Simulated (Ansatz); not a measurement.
# AsNH3− (SMILES [NH-][AsH2]): single points off equilibrium

One table from this session's results is given with a row withheld; the runs are named, their logs left out.

Method: single points in def2-TZVPPD; program: Ansatz 0.2.0, Gaussian basis.

Correlated methods freeze the cores. Filled d shells of the heavier atoms are correlated.

## Where the work starts

SMILES `[NH-][AsH2]`, 5 atoms, charge -1, spin multiplicity 1.

Atoms are counted from 1 here; the program's logs count them from 0.

Bond lengths: N1–As2 1.846 Å, N1–H3 1.182 Å, As2–H4 1.692 Å. Angles: As2–N1–H3 108.4°, N1–As2–H4 94.6°.

Geometry (Å):

```xyz
5

N     0.31520   -0.76530    0.86930
As    0.12710    0.06250   -0.76960
H     1.41140   -1.20090    0.94450
H    -1.54680    0.26560   -0.62830
H    -0.14670    1.82330   -0.28700
```

The first run:

Input file run/in.yaml:

```yaml
crystal:
  periodic: [false, false, false]
  atoms:
    - {symbol: N, position_ang: [0.315200, -0.765300, 0.869300]}
    - {symbol: As, position_ang: [0.127100, 0.062500, -0.769600]}
    - {symbol: H, position_ang: [1.411400, -1.200900, 0.944500]}
    - {symbol: H, position_ang: [-1.546800, 0.265600, -0.628300]}
    - {symbol: H, position_ang: [-0.146700, 1.823300, -0.287000]}
basis:
  gaussian: {orbitals: "def2-TZVPPD.json"}
total_charge: -1
correlation: {method: ccsd_t}
output: {forces: true}
```

The basis file named in the input lies beside it (Basis Set Exchange, JSON).

The command line of these runs was not kept.

Steps of the session up to this table: CCSD(T)/def2-TZVPPD; PBE0-D4/def2-TZVPPD; wB97M-V/def2-TZVPPD; r2SCAN-D4/def2-TZVPPD; PBE-D4/def2-TZVPPD; r2SCANh-D4/def2-TZVPPD; SPW92/def2-TZVPPD.

One table of the session follows, with a row left open; its other results are not shown here.

| method | RMS force component (eV/Å) | angle to CCSD(T) forces (°) |
| --- | --- | --- |
| CCSD(T) | 1.670 | reference |
| PBE0-D4 | 1.735 | 4.4 |
| wB97M-V | 1.782 | 4.5 |
| r2SCAN-D4 | ? | ? |
| PBE-D4 | 1.485 | 5.2 |
| r2SCANh-D4 | 1.713 | 3.9 |
| SPW92 | 1.544 | 5.8 |

Q: Estimate the row for r2SCAN-D4 from the others.

As computed: RMS force component (eV/Å): 1.636; angle to CCSD(T) forces (°): 3.2. In the column «RMS force component (eV/Å)» it lies between SPW92 (1.544) and CCSD(T) (1.670).

To keep in mind: The anion's highest level is positive in at least one run, so there the basis alone may hold the extra electron.
